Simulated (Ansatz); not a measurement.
# C3H4BFO: a ladder of functionals and wavefunction methods

How much do the methods differ for C3H4BFO? The plan is to run it at one geometry with functionals of several rungs and with coupled cluster, and see how far each lands from CCSD(T) at the basis-set limit for the atomisation energy.

Program: Ansatz 0.2.0, Gaussian basis. Level of theory: functionals in def2-TZVPP, the program's frozen cores in correlated methods. These are calculated values, not measurements.

Plan: PBE-D4, r2SCAN-D4, PBE0-D4, B3LYP-D4, ωB97X-V, ωB97M-V, B2PLYP; CCSD(T)/def2-TZVPP; MP2/def2-QZVPP; extrapolation to the limit.

### Step 1. The relaxed structure

All runs share one geometry, relaxed beforehand with PBE0-D4 in a triple-zeta def2 set.

10 atoms, charge 0, spin multiplicity 1.

Atoms are counted from 1 here; the program's logs count them from 0.

Bond lengths: C1–O2 1.417 Å, C1–H7 1.092 Å, C1–H8 1.092 Å, C1–H9 1.093 Å, O2–B3 1.337 Å, B3–C4 1.496 Å, B3–C5 1.474 Å, C4–C5 1.336 Å, C4–H10 1.081 Å, C5–F6 1.318 Å. Angles: O2–C1–H7 108.9°, O2–C1–H8 108.9°, O2–C1–H9 111.5°, H7–C1–H8 108.9°, H7–C1–H9 109.3°, H8–C1–H9 109.3°, C1–O2–B3 120.7°, O2–B3–C4 149.9°, O2–B3–C5 156.6°, C4–B3–C5 53.5°, B3–C4–C5 62.4°, B3–C4–H10 156.6°, C5–C4–H10 141.0°, B3–C5–C4 64.1°, B3–C5–F6 158.9°, C4–C5–F6 137.1°.

### Step 2. PBE-D4 (GGA)

File in.yaml:

```yaml
crystal:
  periodic: [false, false, false]
  atoms:
    - {symbol: C, position_ang: [-0.355509, -1.594623, 0.882582]}
    - {symbol: O, position_ang: [0.516463, -1.032308, -0.082382]}
    - {symbol: B, position_ang: [0.403917, 0.251792, -0.438118]}
    - {symbol: C, position_ang: [0.869365, 1.412388, -1.258563]}
    - {symbol: C, position_ang: [-0.157248, 1.614934, -0.427201]}
    - {symbol: F, position_ang: [-0.943125, 2.617974, -0.091285]}
    - {symbol: H, position_ang: [0.237717, -1.974901, 1.716388]}
    - {symbol: H, position_ang: [-0.898890, -2.425044, 0.427642]}
    - {symbol: H, position_ang: [-1.070474, -0.856442, 1.255294]}
    - {symbol: H, position_ang: [1.480885, 1.934931, -1.981459]}
basis:
  gaussian: {orbitals: def2-TZVPP}
hamiltonian: {xc: pbe, dispersion: d4}
output: {forces: true, orbitals: {seedname: orbitals}}
```

Started as:

```
ansatz run in.yaml --threads 4 --pin off --events-out ev --progress --plain --max-ram 10444MiB
```

The runs that follow: r2SCAN-D4 (meta-GGA); PBE0-D4 (hybrid); B3LYP-D4 (hybrid); ωB97X-V (range-separated); ωB97M-V (range-separated); B2PLYP (double hybrid); CCSD(T) in def2-TZVPP; MP2 in def2-QZVPP.

Q: Predict the results of all the runs planned. Wanted: atomisation energy, CCSD(T)/CBS; farthest; mean size of error, hybrid; mean size of error, range-separated; gap, smallest and largest; T1 diagnostic; triples share of the correlation energy.

As calculated:

| quantity | value |
| --- | --- |
| atomisation energy, CCSD(T)/CBS | 4278.3 kJ/mol |
| functionals within 21.4 kJ/mol (0.5 %) | B2PLYP |
| farthest | PBE-D4 (+194.4 kJ/mol) |
| mean size of error, hybrid | 50.5 kJ/mol |
| mean size of error, range-separated | 36.5 kJ/mol |
| gap, smallest and largest | 5.70 eV (PBE-D4), 12.95 eV (ωB97X-V) |
| T1 diagnostic | 0.0130 |
| triples share of the correlation energy | 4.0 % |

**Reading.** PBE-D4 is off by +194.4 kJ/mol. Double hybrids carry the basis error of their MP2 part in triple zeta, and no dispersion term here, so their miss is partly the set-up's. The reference freezes the cores and leaves out relativity and excitations past (T), so misses under about 21.4 kJ/mol can't be ranked. Hartree-Fock recovers 73 % of the binding; the rest is correlation. Orbital gaps span 5.7 to 13.0 eV; exact exchange widens them.
